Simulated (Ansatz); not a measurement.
# HF/cc-pVDZ run of SiCNCl2F (SMILES N#C[Si](F)(Cl)Cl)

What is the energy change on altering one bond length of SiCNCl2F at HF/cc-pVDZ? 

Program for the calculation: Ansatz 0.2.0.

136 further runs of the same task are left out: 6 that didn't finish, 130 set aside as unsound or not needed. Runs told in other sessions of the task aren't counted.

### Step 1. Starting point

The species is SiCNCl2F (6 atoms), meant as a singlet with charge 0. SMILES: `N#C[Si](F)(Cl)Cl`. Geometry: relaxed at PBE0-D4/def2-TZVP.

Bond lengths: N1–C2 1.151 Å, C2–Si3 1.830 Å, Si3–F4 1.572 Å, Si3–Cl5 2.006 Å, Si3–Cl6 2.006 Å. Angles: N1–C2–Si3 179.1°, C2–Si3–F4 107.4°, C2–Si3–Cl5 109.0°, C2–Si3–Cl6 109.0°, F4–Si3–Cl5 109.6°, F4–Si3–Cl6 109.6°, Cl5–Si3–Cl6 112.0°.

### Step 2. The energy at HF/cc-pVDZ

Input file in.yaml:

```yaml
crystal:
  periodic: [false, false, false]
  atoms:
    - {symbol: N, position_ang: [1.752600, -1.361000, 1.114200]}
    - {symbol: C, position_ang: [0.923100, -0.763300, 0.585900]}
    - {symbol: Si, position_ang: [-0.381900, 0.210300, -0.249400]}
    - {symbol: F, position_ang: [-1.471500, -0.801900, -0.758800]}
    - {symbol: Cl, position_ang: [0.422900, 1.177100, -1.812500]}
    - {symbol: Cl, position_ang: [-1.203100, 1.474700, 1.074300]}
basis:
  gaussian: {orbitals: cc-pVDZ}
hamiltonian: {xc: hf}
accuracy: high
output: {orbitals: {seedname: orbitals}}
```

Launch:

```sh
ansatz run in.yaml --threads 1 --pin off --max-ram 3480MiB --events-out events.jsonl --progress --plain --runs-dir runs
```

Standard output:

```text
Warning: RAYON_NUM_THREADS=1 ignored (pool sized by the plan → 1); use --threads N
Functional definition: HF
  name "HF"
  exchange = exact_x
  correlation = 0
2106 factors; integrals over basis functions are off by at most 3.2e-9 eV
mean field evaluation 1: about -38087.8460 eV, gradient 3.9e1 eV
mean field evaluation 2: about -38088.5167 eV, gradient 4.0e1 eV
mean field evaluation 4: about -38092.1877 eV, gradient 4.1e0 eV
mean field evaluation 8: about -38092.2745 eV, gradient 5.6e-1 eV
mean field evaluation 16: about -38092.2755 eV, gradient 2.2e-8 eV
mean field -38092.27554748 eV, -1399.8653064983 hartree, gradient 2.5e-8 eV, S^2 0.000000; 0 other end points of the search recorded, 0 dependent functions left out
reference -38092.27554748 eV, -1399.8653064983 hartree; 35, 35 occupied and 61, 61 virtual orbitals, 2106 factors
Total energy: -38092.27554748 eV, -1399.8653064983 hartree
```

Wall time 5.1 s (1 thread of Arm Neoverse V1, shared host); peak memory 0.33 GiB.

### Step 3. The distorted shape

Input file job.yaml:

```yaml
crystal:
  periodic: [false, false, false]
  atoms:
    - {symbol: "N", position_ang: [1.108776, -2.134420, 2.364648]}
    - {symbol: C, position_ang: [0.279276, -1.536720, 1.836348]}
    - {symbol: Si, position_ang: [-1.025724, -0.563120, 1.001048]}
    - {symbol: F, position_ang: [-2.115324, -1.575320, 0.491648]}
    - {symbol: Cl, position_ang: [0.422900, 1.177100, -1.812500]}
    - {symbol: Cl, position_ang: [-1.846924, 0.701280, 2.324748]}
basis:
  gaussian:
    orbitals: cc-pVDZ
magnetization:
  spin_polarized: false
  initial_magnetization: 0
hamiltonian:
  xc: hf
accuracy: high
output:
  orbitals: {seedname: orbitals}
```

Launch:

```sh
ansatz run job.yaml --threads 1 --pin off --max-ram 3480MiB --events-out events.jsonl --progress --plain --runs-dir runs
```

Standard output:

```text
Warning: RAYON_NUM_THREADS=1 ignored (pool sized by the plan → 1); use --threads N
[... 4 set-up lines as earlier in the session ...]
2045 factors; integrals over basis functions are off by at most 2.9e-9 eV
mean field evaluation 1: about -38080.1542 eV, gradient 4.4e1 eV
mean field evaluation 2: about -38080.6949 eV, gradient 4.5e1 eV
mean field evaluation 4: about -38086.8980 eV, gradient 5.4e0 eV
mean field evaluation 8: about -38087.0833 eV, gradient 7.7e-1 eV
mean field evaluation 16: about -38087.0866 eV, gradient 1.6e-8 eV
mean field -38087.08656691 eV, -1399.6746149795 hartree, gradient 3.4e-8 eV, S^2 0.000000; 0 other end points of the search recorded, 0 dependent functions left out
reference -38087.08656691 eV, -1399.6746149795 hartree; 35, 35 occupied and 61, 61 virtual orbitals, 2045 factors
Total energy: -38087.08656691 eV, -1399.6746149795 hartree
```

Wall time 4.8 s (1 thread of Arm Neoverse V1, shared host); peak memory 0.32 GiB.

### Step 4. Results

At HF/cc-pVDZ:

| quantity | value |
| --- | --- |
| first shape: total energy | -1399.86531 Eh |
| first shape: HOMO energy | -13.45 eV |
| first shape: LUMO energy | 2.57 eV |
| first shape: HOMO–LUMO gap | 16.01 eV |
| distorted shape: total energy | -1399.67461 Eh |
| distorted shape: HOMO energy | -10.18 eV |
| distorted shape: LUMO energy | -3.15 eV |
| distorted shape: HOMO–LUMO gap | 7.03 eV |
| energy change with the Si3–Cl5 bond stretched from 2.006 to 3.611 Å | 5.189 eV |

What this shows: One bond (distorted shape) is far stretched, which a spin-restricted single reference describes badly; a broken-symmetry solution may lie lower. With the Si3–Cl5 bond stretched from 2.006 to 3.611 Å the energy rises by 5.19 eV (501 kJ/mol). The first shape isn't relaxed at this level, so the change isn't measured from a minimum. A restricted reference can't describe the breaking bond well at this length.
